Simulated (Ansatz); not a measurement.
# RbGdO2: the cost of one run

Method: DFT PBEsol without U, plane waves, PAW, no spin–orbit coupling unless a run says so, in Ansatz 0.2.0.

### Step 1. The starting structure

It takes space group R-3m (No. 166, trigonal). The conventional cell has a = 3.564 Å, b = 3.564 Å, c = 19.407 Å, α = 90.00°, β = 90.00°, γ = 120.00°. Rb (site symmetry -3m) is surrounded by 6 O at 2.83 Å. Around Gd (site symmetry -3m) lie 6 O at 2.43 Å. O (site symmetry 3m) has 3 Gd at 2.43 Å and 3 Rb at 2.83 Å as nearest neighbours.

As a file:

```
Rb Gd O
1.0
     1.78190    1.02878    6.46896
    -1.78190    1.02878    6.46896
     0.00000   -2.05756    6.46896
Rb Gd O
1 1 2
Cartesian
  0.0000 0.0000 9.7034
  0.0000 0.0000 0.0000
  0.0000 0.0000 5.1758
  0.0000 0.0000 14.2311
```

Magnetic order typed: ferromagnetic.

### Step 2. From atoms, symmetry kept, no search

input.yaml reads:

```yaml
crystal:
  lattice:
    - [1.78189545, 1.02877782, 6.46896044]
    - [-1.78189545, 1.02877782, 6.46896044]
    - [0.0, -2.05755563, 6.46896044]
  atoms:
    - { symbol: Rb, position: [0.5, 0.5, 0.5] }
    - { symbol: Gd, position: [0.0, 0.0, 0.0], spin: 7.0 }
    - { symbol: O, position: [0.2667, 0.2667, 0.2667] }
    - { symbol: O, position: [0.7333, 0.7333, 0.7333] }
basis:
  ecutwfc: 420
  ecutrho_ratio: 4
kpoints:
  mp_grid: { grid: [6, 6, 6] }
hamiltonian:
  xc: pbesol
scf:
  occupations: { method: gaussian, width: 0.05 }
  lower_state_search: "off"
  max_iter: 150
output:
  forces: true
  stress: true
  eigenvalues: true
  populations: true
  hubbard: { sites: [{ site: 1, l: f }] }
magnetization:
  spin_polarized: true
```

Launch:

```
> ansatz run input.yaml --threads 4 --pin off --max-ram 6144MiB --backend cpu --events-out ev --progress --plain --runs-dir out
```

Q: Estimate wall time and peak memory on 4 threads of Arm Neoverse V1, shared host.

About 5.6 s, with a peak of 0.45 GiB.
